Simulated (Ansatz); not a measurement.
# MgSi, space group P4/mmm: a band structure

Program: the Python package of Ansatz (0.2.0).

The cells in order, each with its output:

```python
import ansatz
import numpy as np
```

```python
FUNCTIONAL = "r2SCAN"
MESH = (10, 10, 7)
OCCUPATIONS = "cold"
SCF_TOL = 1e-08
MAX_ITERATIONS = 200
EXTRA_BANDS = 6
```

```python
lattice = ansatz.Lattice.of(
    (2.908394, 0.0, 0.0),
    (0.0, 2.908394, 0.0),
    (0.0, 0.0, 4.103427),
)
sites = [
    ("Mg", (0.0, 0.0, 0.0)),
    ("Si", (0.5, 0.5, 0.5)),
]
cell = ansatz.Crystal(lattice=lattice)
for symbol, position in sites:
    cell = cell.atom(symbol, position)
```

```python
# vertices of the path, as fractions of the reciprocal vectors
path = [
    ("G", (0.0, 0.0, 0.0)),
    ("X", (0.0, 0.5, 0.0)),
    ("M", (0.5, 0.5, 0.0)),
    ("G", (0.0, 0.0, 0.0)),
    ("Z", (0.0, 0.0, 0.5)),
    ("R", (0.0, 0.5, 0.5)),
]
calculation = (
    cell.calculation()
    .functional(FUNCTIONAL)
    .pseudopotentials("nc")
    .kpoints(*MESH, shift=0.5)
    .occupations(OCCUPATIONS)
    .mixing("msr1", preconditioner="none")
    .scf(tolerance=SCF_TOL, max_iterations=MAX_ITERATIONS, algorithm="direct_min")
    .band_structure([point for _, point in path], intervals=4)
    .scf(extra_bands=EXTRA_BANDS)
    .stress()
)
session = calculation.session()
planned = session.plan(threads=1)
out = planned.execute()
summary = out.report
```

    DeckWarning: basis.ecutwfc = 1142.878222 eV, auto-derived from the records' recommended cutoffs: set by Mg (normal level)
    DeckWarning: output.stress: scf.convergence.dr2_threshold = 1e-8 eV is looser than the 2e-10 eV advised for a printed stress (1e-10 eV for each atom of the cell: 2). What an SCF threshold leaves in a [...]

```python
summary["n_kpoints"], summary["n_symmetry_ops"], summary["n_pw"]
```

    (60, 16, 2995)

```python
for key in ("converged", "n_iterations", "n_electrons", "n_kpoints", "n_pw", "n_symmetry_ops", "free_energy_ev", "fermi_energy_ev"):
    print(f"{key:18s} {summary[key]}")

# the stress is positive in compression
stress = np.array(summary["stress_gpa"])
print(f"pressure {np.trace(stress) / 3:.3f} GPa")
print("stress tensor, GPa, positive in compression")
np.round(stress, 3) + 0.0
```

    converged          True
    n_iterations       9
    n_electrons        14.0
    n_kpoints          60
    n_pw               2995
    n_symmetry_ops     16
    free_energy_ev     -1770.8134288404822
    fermi_energy_ev    8.252337070095958
    pressure -1.280 GPa
    stress tensor, GPa, positive in compression
    array([[ 0.272,  0.   ,  0.   ],
           [ 0.   ,  0.272,  0.   ],
           [ 0.   ,  0.   , -4.384]])

```python
bands = out.band_structure()
fermi = bands.fermi_energy_ev
print(f"zero of the bands: {fermi:.3f} eV, the Fermi level found on the SCF mesh")
for spin, channel in enumerate(bands.channels):
    print("channel", spin, "- computed levels within 6 eV of the Fermi level")
    for i, (label, _) in enumerate(path):
        levels = channel.eigenvalues_ev[i * 4] - fermi
        print(f"  {label:3s}", " ".join(f"{e:7.3f}" for e in levels if abs(e) < 6))
```

    zero of the bands: 8.252 eV, the Fermi level found on the SCF mesh
    channel 0 - computed levels within 6 eV of the Fermi level
      G    -2.943  -0.769   4.784   4.784   5.812
      X    -0.083   2.843   3.229   4.747
      M    -4.440  -3.224  -3.224   0.839   3.001   5.942   5.942
      G    -2.943  -0.769   4.784   4.784   5.812
      Z     5.294   5.294
      R    -5.085  -4.012  -1.355

Reading the output:
- These settings explore the input space; cutoff and mesh may be short of convergence.
- Such functionals run on norm-conserving files made under PBE, which can move pressures by some GPa.
- For a metal this k-point mesh is coarse: on a finer one energies can move by several to tens of meV an atom and pressures by half a GPa or more, differences at one mesh by less.
- Only differences from the Fermi energy are physical; the zero of the scale is a convention.
- This cell is a computed structure, which may not be the phase found in nature.
- Levels are Kohn-Sham eigenvalues on this mesh.
- Warnings are shown shortened and without file and line.
- Wall time of the script: 18 s on 1 thread of Intel(R) Xeon(R) 6975P-C (Granite Rapids), with other jobs on the host, peak memory 0.71 GiB.

(Lines on the test bed's own set-up are left out of the output.)
